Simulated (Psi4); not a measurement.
# CsBr (SMILES [Br][Cs]) at TPSS/def2-TZVPP (core potential)

Aim: the energy change on altering one bond length of CsBr at TPSS/def2-TZVPP (core potential), from 2 runs. 

Program for the calculation: Psi4 1.11.

3 further runs of the same task are left out: 2 that didn't finish, 1 set aside as unsound or not needed.

## Step 1: The molecule

CsBr: 2 atoms, total charge 0, spin state singlet. SMILES: `[Br][Cs]`. Geometry: the measured bond length.

Bond lengths: Br1–Cs2 3.072 Å.

## Step 2: A single-point energy at TPSS/def2-TZVPP (core potential)

brcs.in

```
memory 1600 mb

molecule molecule1 {
  Br     0.000000     0.000000     0.000000
  Cs     0.000000     0.000000     3.072251
  units angstrom
  symmetry c1
}

set reference rks
set puream true
set e_convergence 1e-09
set d_convergence 1e-08
set scf_type pk
set dft_radial_points 99
set dft_spherical_points 590

energy('tpss/def2-TZVPP')
```

Started as:

```console
$ psi4 brcs.in brcs.out -n 1
```

brcs.out:

```text
[...]
    !!!  WARNING: ECP capability is in beta. Please check occupations closely.  !!!
[...]
  Running in c1 symmetry.
[...]
  Nuclear repulsion =   54.256901978728301
[...]
  Multiplicity = 1
[...]
  Nalpha       = 22
  Nbeta        = 22
[...]
    Number of basis functions: 84
[...]
   @RKS iter   1: -2593.80775462025304   -1.40582e+00   2.00972e-02 ADIIS/DIIS
[...]
   @RKS iter  11: -2594.31490909482545   -3.54703e-11   7.59061e-09 DIIS
[...]
    Orbital Energies [Eh]
    ---------------------
    Doubly Occupied:
       1A   -481.604956     2A    -61.822980     3A    -55.655167
       4A    -55.655117     5A    -55.655117     6A     -8.353890
       7A     -6.191468     8A     -6.191213     9A     -6.191213
      10A     -2.359606    11A     -2.359476    12A     -2.359476
      13A     -2.359222    14A     -2.359208    15A     -1.004716
      16A     -0.590950    17A     -0.504977    18A     -0.504977
      19A     -0.493527    20A     -0.176842    21A     -0.171974
      22A     -0.171974
[...]
  @RKS Final Energy: -2594.31490909482545
   => Energetics <=
    Nuclear Repulsion Energy =             54.2569019787283011
    One-Electron Energy =               -3727.6706270604436213
    Two-Electron Energy =                1173.5863826754034562
    DFT Exchange-Correlation Energy =     -94.4875666885136383
    Empirical Dispersion Energy =           0.0000000000000000
    VV10 Nonlocal Energy =                  0.0000000000000000
    Total Energy =                      -2594.3149090948254525
[...]
 Multipole Moments:
 ------------------------------------------------------------------------------------
     Multipole            Electronic (a.u.)      Nuclear  (a.u.)        Total (a.u.)
 ------------------------------------------------------------------------------------
 L = 1.  Multiply by 2.5417464519 to convert [e a0] to [Debye]
 Dipole X            :          0.0000001            0.0000000            0.0000001
 Dipole Y            :         -0.0000000            0.0000000           -0.0000000
 Dipole Z            :        112.1576758         -108.0274640            4.1302118
 Magnitude           :                                                    4.1302118
[...]
```

Wall time 14 s (1 thread of Intel Xeon Platinum 8375C at 2.90GHz (Ice Lake), shared host); peak memory 0.86 GiB.

## Step 3: The distorted shape at the same level

run.py

```python
import psi4

psi4.set_memory(1600000000)
psi4.set_num_threads(1)
psi4.core.set_output_file('brcs.out', False)

m = psi4.geometry("""
0 1
Br     0.00000000     0.00000000    -4.64466147
Cs     0.00000000     0.00000000     5.80571298
units au
symmetry c1
no_reorient
no_com
""")

psi4.set_options({
    'basis': 'def2-TZVPP',
    'puream': True,
    'e_convergence': 1e-09,
    'd_convergence': 1e-08,
    'scf_type': 'pk',
    'dft_radial_points': 99,
    'dft_spherical_points': 590,
})

e_tot, wfn = psi4.energy("tpss", return_wfn=True)
psi4.oeprop(wfn, "MULLIKEN_CHARGES", "MAYER_INDICES", "QUADRUPOLE")
print(f'total energy {e_tot:.8f} hartree = {e_tot * 27.211386:.5f} eV')
for k, v in sorted(psi4.core.scalar_variables().items()):
    print(f'{k:45s} {v:18.10f}')
```

Started as:

```console
$ python run.py
```

brcs.out:

```text
[...]
    !!!  WARNING: ECP capability is in beta. Please check occupations closely.  !!!
[...]
  Running in c1 symmetry.
[...]
  Nuclear repulsion =   30.142460589055734
[...]
  Multiplicity = 1
[...]
  Nalpha       = 22
  Nbeta        = 22
[...]
    Number of basis functions: 84
[...]
   @RKS iter   1: -2593.70957538917492   -1.43021e+00   2.03256e-02 ADIIS/DIIS
[...]
   @RKS iter  16: -2594.24999985849900   -4.54747e-12   4.98892e-09 DIIS
[...]
    Orbital Energies [Eh]
    ---------------------
    Doubly Occupied:
       1A   -481.550803     2A    -61.768653     3A    -55.601511
       4A    -55.600497     5A    -55.600497     6A     -8.299436
       7A     -6.138872     8A     -6.135852     9A     -6.135852
      10A     -2.306356    11A     -2.305619    12A     -2.305619
      13A     -2.303401    14A     -2.303398    15A     -1.084119
      16A     -0.580347    17A     -0.580347    18A     -0.577793
      19A     -0.525736    20A     -0.118877    21A     -0.111710
      22A     -0.111710
[...]
  @RKS Final Energy: -2594.24999985849900
   => Energetics <=
    Nuclear Repulsion Energy =             30.1424605890557338
    One-Electron Energy =               -3680.7307146867497067
    Two-Electron Energy =                1150.7668533008813938
    DFT Exchange-Correlation Energy =     -94.4285990616861568
    Empirical Dispersion Energy =           0.0000000000000000
    VV10 Nonlocal Energy =                  0.0000000000000000
    Total Energy =                      -2594.2499998584989953
[...]
 Multipole Moments:
 ------------------------------------------------------------------------------------
     Multipole            Electronic (a.u.)      Nuclear  (a.u.)        Total (a.u.)
 ------------------------------------------------------------------------------------
 L = 1.  Multiply by 2.5417464519 to convert [e a0] to [Debye]
 Dipole X            :         -0.0000000            0.0000000           -0.0000000
 Dipole Y            :         -0.0000000            0.0000000           -0.0000000
 Dipole Z            :        118.8064148         -110.3117346            8.4946802
 Magnitude           :                                                    8.4946802
 L = 2.  Multiply by 1.3450342976 to convert [e a0^2] to [Debye ang]
 Quadrupole XX       :        -30.4585442            0.0000000          -30.4585442
 Quadrupole XY       :         -0.0000000            0.0000000           -0.0000000
[...]
  Mulliken Charges: (a.u.)
   Center  Symbol    Alpha    Beta     Spin     Total
       1    BR    17.88840 17.88840  0.00000 -0.77681
       2    CS     4.11160  4.11160  0.00000  0.77681
   Total alpha = 22.00000, Total beta = 22.00000, Total charge =  0.00000
  Mayer Bond Indices:
[...]
```

Standard output:

```text
total energy -2594.24999986 hartree = -70593.13813 eV
CURRENT ENERGY                                  -2594.2499998585
CURRENT REFERENCE ENERGY                        -2594.2499998585
DD SOLVATION ENERGY                                 0.0000000000
DFT FUNCTIONAL TOTAL ENERGY                     -2594.2499998585
DFT TOTAL ENERGY                                -2594.2499998585
DFT VV10 ENERGY                                     0.0000000000
DFT XC ENERGY                                     -94.4285990617
GRID ELECTRONS ALPHA                               22.0000001064
GRID ELECTRONS BETA                                22.0000001064
GRID ELECTRONS TOTAL                               44.0000002127
NUCLEAR REPULSION ENERGY                           30.1424605891
ONE-ELECTRON ENERGY                             -3680.7307146867
PCM POLARIZATION ENERGY                             0.0000000000
PE ENERGY                                           0.0000000000
SCF ITERATION ENERGY                            -2594.2499998585
SCF ITERATIONS                                     16.0000000000
SCF TOTAL ENERGY                                -2594.2499998585
TWO-ELECTRON ENERGY                              1150.7668533009
XC GRID RADIAL POINTS                              99.0000000000
XC GRID SPHERICAL POINTS                          590.0000000000
XC GRID TOTAL POINTS                           111706.0000000000
```

Wall time 14 s (1 thread of Intel Xeon Platinum 8375C at 2.90GHz (Ice Lake), shared host); peak memory 0.78 GiB.

## Step 4: What came out

Level: TPSS/def2-TZVPP (core potential).

| quantity | value |
| --- | --- |
| first shape: total energy | -2594.31491 Eh |
| first shape: dipole moment | 10.50 D |
| first shape: HOMO energy | -4.68 eV |
| first shape: LUMO energy | -1.50 eV |
| first shape: HOMO–LUMO gap | 3.18 eV |
| distorted shape: total energy | -2594.25000 Eh |
| distorted shape: dipole moment | 21.59 D |
| distorted shape: HOMO energy | -3.04 eV |
| distorted shape: LUMO energy | -2.81 eV |
| distorted shape: HOMO–LUMO gap | 0.23 eV |
| energy change with the Br1–Cs2 bond stretched from 3.072 to 5.530 Å | 1.766 eV |

What this shows: With the Br1–Cs2 bond stretched from 3.072 to 5.530 Å the energy rises by 1.77 eV (170 kJ/mol). The first shape isn't relaxed at this level, so the change isn't measured from a minimum.
